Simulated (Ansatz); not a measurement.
**F2GeH4Si: geometry optimisation**

Aim: relax F2GeH4Si at this level.

Method: RKS B3LYP-D4/def2-SVPD; program: Ansatz 0.2.0.

1 further run of the same task is left out (set aside as unsound or not needed).

### 1 Where the work starts

SMILES `F[SiH](F)[GeH3]`, 8 atoms, charge 0, spin multiplicity 1.

Atoms are counted from 1 here; the program's logs count them from 0.

Bond lengths: F1–Si2 1.651 Å, Si2–F3 1.651 Å, Si2–Ge4 2.389 Å, Si2–H5 1.498 Å, Ge4–H6 1.547 Å, Ge4–H7 1.545 Å, Ge4–H8 1.547 Å. Angles: F1–Si2–F3 106.6°, F1–Si2–Ge4 108.9°, F1–Si2–H5 106.8°, F3–Si2–Ge4 108.9°, F3–Si2–H5 106.8°, Ge4–Si2–H5 118.2°, Si2–Ge4–H6 109.4°, Si2–Ge4–H7 109.4°, Si2–Ge4–H8 109.4°, H6–Ge4–H7 109.7°, H6–Ge4–H8 109.2°, H7–Ge4–H8 109.7°.

As a file:

```csv
atom,x (Å),y (Å),z (Å)
F1,1.2943,-1.4525,1.2296
Si2,1.1350,-0.1046,0.2896
F3,1.9988,-0.3853,-1.0891
Ge4,-1.1683,0.1712,-0.2834
H5,1.8242,1.0118,1.0128
H6,-1.9958,0.3912,1.0049
H7,-1.6711,-1.0930,-1.0157
H8,-1.3250,1.4042,-1.2044
```

### 2 Relaxation

Input file input.yaml:

```yaml
crystal:
  periodic: [false, false, false]
  atoms:
    - { symbol: F, position_ang: [1.294257, -1.452512, 1.229592] }
    - { symbol: Si, position_ang: [1.134995, -0.104606, 0.289583] }
    - { symbol: F, position_ang: [1.998812, -0.385292, -1.089142] }
    - { symbol: Ge, position_ang: [-1.168278, 0.171153, -0.283428] }
    - { symbol: H, position_ang: [1.824208, 1.011781, 1.012836] }
    - { symbol: H, position_ang: [-1.995817, 0.391153, 1.004935] }
    - { symbol: H, position_ang: [-1.671053, -1.093048, -1.015706] }
    - { symbol: H, position_ang: [-1.325024, 1.404172, -1.20437] }
basis:
  gaussian: { orbitals: def2-SVPD }
hamiltonian:
  xc: { name: B3LYP }
  dispersion: d4
output:
  forces: true
relax:
  f_tol: 0.003
  max_steps: 120
```

On the command line:

```console
> ansatz run input.yaml --threads 1 --pin off --max-ram 2560MiB --backend cpu --events-out ev --progress --plain --runs-dir out
```

Q: Predict the outcome of this session. Wanted: energy gained; root mean square move; dipole moment.

As calculated:

| quantity | value |
| --- | --- |
| energy gained | 0.0089 eV |
| root mean square move | 0.010 Å |
| dipole moment | 2.16 D |

What this shows: Bond lengths: F1–Si2 1.638 Å, Si2–F3 1.638 Å, Si2–Ge4 2.390 Å, Si2–H5 1.485 Å, Ge4–H6 1.539 Å, Ge4–H7 1.537 Å, Ge4–H8 1.539 Å. Angles: F1–Si2–F3 106.5°, F1–Si2–Ge4 109.0°, F1–Si2–H5 107.0°, F3–Si2–Ge4 109.0°, F3–Si2–H5 107.0°, Ge4–Si2–H5 117.9°, Si2–Ge4–H6 109.4°, Si2–Ge4–H7 109.6°, Si2–Ge4–H8 109.4°, H6–Ge4–H7 109.7°, H6–Ge4–H8 109.1°, H7–Ge4–H8 109.7°. No frequencies were computed here.
